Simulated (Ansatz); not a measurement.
# VIn2S3: the cost of one run

Program: Ansatz 0.2.0. Level of theory: DFT PBE, scalar-relativistic, plane waves, PAW, unless a step names another level. These are calculated values, not measurements.

## 1. Starting point

The structure is monoclinic, space group C2/m (No. 12). The conventional cell has a = 6.455 Å, b = 11.134 Å, c = 7.490 Å, α = 90.00°, β = 106.12°, γ = 90.00°. Around V (site symmetry 2) lie 6 S at 2.46 to 2.49 Å. In (site symmetry 2/m) is surrounded by 6 S at 2.65 to 2.70 Å. Around In (site symmetry 2/m) lie 6 S at 3.02 to 3.16 Å. Around In (site symmetry 2) lie 6 S at 3.02 to 3.16 Å. Around S (site symmetry m) lie 2 V at 2.46 Å and 4 In at 2.65 to 3.16 Å. S (site symmetry 1) has 2 V at 2.48 to 2.49 Å and 4 In at 2.70 to 3.16 Å as nearest neighbours.

Coordinates:

```cif
data_structure
_symmetry_space_group_name_H-M 'P 1'
_symmetry_Int_Tables_number 1
_cell_length_a 6.4349
_cell_length_b 6.4349
_cell_length_c 7.4901
_cell_angle_alpha 98.005
_cell_angle_beta 98.005
_cell_angle_gamma 119.794
_cell_volume 258.57
loop_
_atom_site_label
_atom_site_type_symbol
_atom_site_fract_x
_atom_site_fract_y
_atom_site_fract_z
_atom_site_occupancy
V1 V 0.33245 0.66755 0.00000 1
V2 V 0.66755 0.33245 0.00000 1
In1 In 0.00000 0.00000 0.00000 1
In2 In 0.50000 0.50000 0.50000 1
In3 In 0.15894 0.84106 0.50000 1
In4 In 0.84106 0.15894 0.50000 1
S1 S 0.70079 0.70079 0.18134 1
S2 S 0.29921 0.29921 0.81866 1
S3 S 0.06271 0.42317 0.19239 1
S4 S 0.42317 0.06271 0.19239 1
S5 S 0.57683 0.93729 0.80761 1
S6 S 0.93729 0.57683 0.80761 1
```

It came out lowest among 16 distinct ends of the trial cells. At a tolerance of 0.05 Å it has space group C2/m (No. 12). Site moments: 1.8 1.8 0.1 0.0 0.0 0.0 -0.1 -0.1 0.0 0.0 0.0 0.0 μB.

## 2. Static run: bands, density of states and charges

File input.yaml:

```yaml
crystal:
  lattice:
    - [3.2274150065, -5.567011237, -0.0137116105]
    - [3.2274150065, 5.567011237, -0.0137116105]
    - [-2.0491403261, 0.0, 7.2043405963]
  atoms:
    - { symbol: V, position: [0.3324475761, 0.6675524239, 0.0], spin: 1.93 }
    - { symbol: V, position: [0.6675524239, 0.3324475761, 0.0], spin: 1.93 }
    - { symbol: In, position: [0.0, 0.0, 0.0] }
    - { symbol: In, position: [0.5, 0.5, 0.5] }
    - { symbol: In, position: [0.1589402143, 0.8410597857, 0.5] }
    - { symbol: In, position: [0.8410597857, 0.1589402143, 0.5] }
    - { symbol: S, position: [0.7007858198, 0.7007858198, 0.1813386204] }
    - { symbol: S, position: [0.2992141802, 0.2992141802, 0.8186613796] }
    - { symbol: S, position: [0.0627052551, 0.4231669222, 0.192392623] }
    - { symbol: S, position: [0.4231669222, 0.0627052551, 0.192392623] }
    - { symbol: S, position: [0.5768330778, 0.9372947449, 0.807607377] }
    - { symbol: S, position: [0.9372947449, 0.5768330778, 0.807607377] }
basis:
  ecutwfc: 420
kpoints:
  mp_grid: { grid: [6, 6, 6] }
  band_path:
    path:
      - [[0.0, 0.0, 0.0], [-0.5, 0.5, 0.0], [-0.5, 0.5, 0.5], [0.0, 0.0, 0.5], [0.0, 0.0, 0.0]]
      - [[-0.5, 0.0, 0.5], [0.0, 0.0, 0.0], [-0.5, 0.0, 0.0]]
    npoints: 10
hamiltonian:
  xc: pbe
scf:
  occupations: { method: gaussian, width: 0.1 }
  n_extra_bands: 30
output:
  forces: true
  stress: true
  eigenvalues: true
  populations: true
  dos: { projected: true, de: 0.02, nscf_kmesh: { grid: [8, 8, 8] } }
  bader: false
magnetization:
  spin_polarized: true
checkpoint:
  read: start.run
  write: ck
  compress: false
  write_wavefunctions: false
  write_every: 100000
```

Run with:

```bash
$ ansatz run input.yaml --threads 1 --pin off --max-ram 2560MiB --backend cpu --events-out ev --progress --plain --runs-dir out
```

Q: Estimate wall time and peak memory on 1 thread of Intel Xeon Platinum 8488C (Sapphire Rapids), shared host.

About 6.4 min, with a peak of 2.1 GiB.
